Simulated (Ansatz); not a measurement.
# BCl2H3O4Si: the cost of one run

Method: the settings change from run to run; program: Ansatz 0.2.0, Gaussian basis.

## Step 1: The geometry

An earlier PBE0-D4 in a triple-zeta def2 set relaxation fixed the geometry.

SMILES `O[Si](O)(O)OB(Cl)Cl`, 11 atoms, charge 0, spin multiplicity 1.

Atoms are counted from 1 here; the program's logs count them from 0.

Bond lengths: O1–Si2 1.618 Å, O1–H9 0.958 Å, Si2–O3 1.619 Å, Si2–O4 1.628 Å, Si2–O5 1.653 Å, O3–H10 0.960 Å, O4–H11 0.958 Å, O5–B6 1.327 Å, B6–Cl7 1.773 Å, B6–Cl8 1.749 Å. Angles: Si2–O1–H9 117.9°, O1–Si2–O3 104.5°, O1–Si2–O4 113.9°, O1–Si2–O5 109.3°, O3–Si2–O4 114.6°, O3–Si2–O5 112.3°, O4–Si2–O5 102.5°, Si2–O3–H10 116.5°, Si2–O4–H11 117.5°, Si2–O5–B6 136.7°, O5–B6–Cl7 121.5°, O5–B6–Cl8 120.5°, Cl7–B6–Cl8 118.0°.

## Step 2: PBE/aug-cc-pVTZ

Set apart from the defaults: D3(BJ) dispersion.

in.yaml

```yaml
crystal:
  periodic: [false, false, false]
  atoms:
    - {symbol: O, position_ang: [0.519189, -0.368007, -2.162448]}
    - {symbol: Si, position_ang: [0.236598, -0.475687, -0.573334]}
    - {symbol: O, position_ang: [1.694061, -0.738424, 0.080045]}
    - {symbol: O, position_ang: [-0.892273, -1.580306, -0.176854]}
    - {symbol: O, position_ang: [-0.442900, 0.934798, -0.042910]}
    - {symbol: B, position_ang: [-0.576372, 1.567381, 1.115788]}
    - {symbol: Cl, position_ang: [0.189773, 0.961560, 2.595936]}
    - {symbol: Cl, position_ang: [-1.513205, 3.040706, 1.221488]}
    - {symbol: H, position_ang: [-0.233316, -0.264948, -2.745752]}
    - {symbol: H, position_ang: [1.763173, -0.630853, 1.031437]}
    - {symbol: H, position_ang: [-0.679330, -2.503120, -0.322795]}
basis:
  gaussian: {orbitals: aug-cc-pVTZ}
hamiltonian: {xc: {name: PBE}, dispersion: d3bj}
```

Launch:

```
$ ansatz run in.yaml --threads 4 --pin off --events-out ev --progress --plain --max-ram 11315MiB
```

Q: Estimate wall time and peak memory on 4 threads of Arm Neoverse V1, shared host.

About 11 s, with a peak of 1.3 GiB.
